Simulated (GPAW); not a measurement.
# AlSn: band structure with BEEF-vdW

The system is AlSn.

```xyz
2
Lattice="4.1981 0.0000 0.0000 -2.0991 3.6357 0.0000 0.0000 0.0000 3.3068" Properties=species:S:1:pos:R:3 pbc="T T T"
Sn    0.0000    2.4238    1.6534
Al    0.0000    0.0000    0.0000
```

The cell comes from a database or a generator and needn't be the stable form of this composition.

```yaml
Program: GPAW 26.7.0
Task: band structure
Functional: BEEF-vdW
Potentials_or_basis: GPAW PAW data sets (gpaw-data 1.2.1)
Cutoff: 600 eV
Basis: pw
k_mesh: 6 × 6 × 7
Occupations: fermi-dirac, width 0.05 eV
Spin: spin-orbit coupling, no magnetisation
Maxiter: 150
Band_path: GMKGALHA,LM,KH
Band_points: 60
spin_axis_theta_degrees: 90
spin_axis_phi_degrees: 0
Soc_after_scf: second variation
```

```
Band gap along the path : none (metal or under the smearing width)
```

Levels at the corners of the path, in eV from the Fermi level:
```tsv
point	band 12	band 13	band 14	band 15	band 16	band 17	band 18	band 19	band 20	band 21
Γ	-10.44	-0.44	-0.44	-0.13	-0.13	0.73	0.73	2.57	2.57	3.05
M	-8.61	-6.36	-6.36	-1.89	-1.89	0.62	0.62	4.39	4.39	6.44
K	-8.17	-6.42	-6.33	-4.04	-3.88	4.86	4.97	5.41	5.43	5.77
Γ	-10.44	-0.44	-0.44	-0.13	-0.13	0.73	0.73	2.57	2.57	3.05
A	-7.40	-6.25	-6.25	2.41	2.41	2.96	2.96	3.45	3.45	3.49
L	-5.68	-4.27	-4.27	-3.19	-3.19	-2.38	-2.38	1.17	1.17	2.27
H	-5.32	-3.70	-3.66	-3.18	-3.07	-2.66	-2.65	-0.98	-0.71	0.13
A	-7.40	-6.25	-6.25	2.41	2.41	2.96	2.96	3.45	3.45	3.49
L	-5.68	-4.27	-4.27	-3.19	-3.19	-2.38	-2.38	1.17	1.17	2.27
M	-8.61	-6.36	-6.36	-1.89	-1.89	0.62	0.62	4.39	4.39	6.44
K	-8.17	-6.42	-6.33	-4.04	-3.88	4.86	4.97	5.41	5.43	5.77
H	-5.32	-3.70	-3.66	-3.18	-3.07	-2.66	-2.65	-0.98	-0.71	0.13
```

Run time: 38 s on 1 thread of Arm Neoverse V1, on a shared host, peak memory 0.29 GiB.

Caveat: spin-orbit coupling was added after a scalar SCF, so levels and gaps hold it while energy, forces, pressure and moments don't; this program's spin-orbit splittings come out too wide for heavy elements.
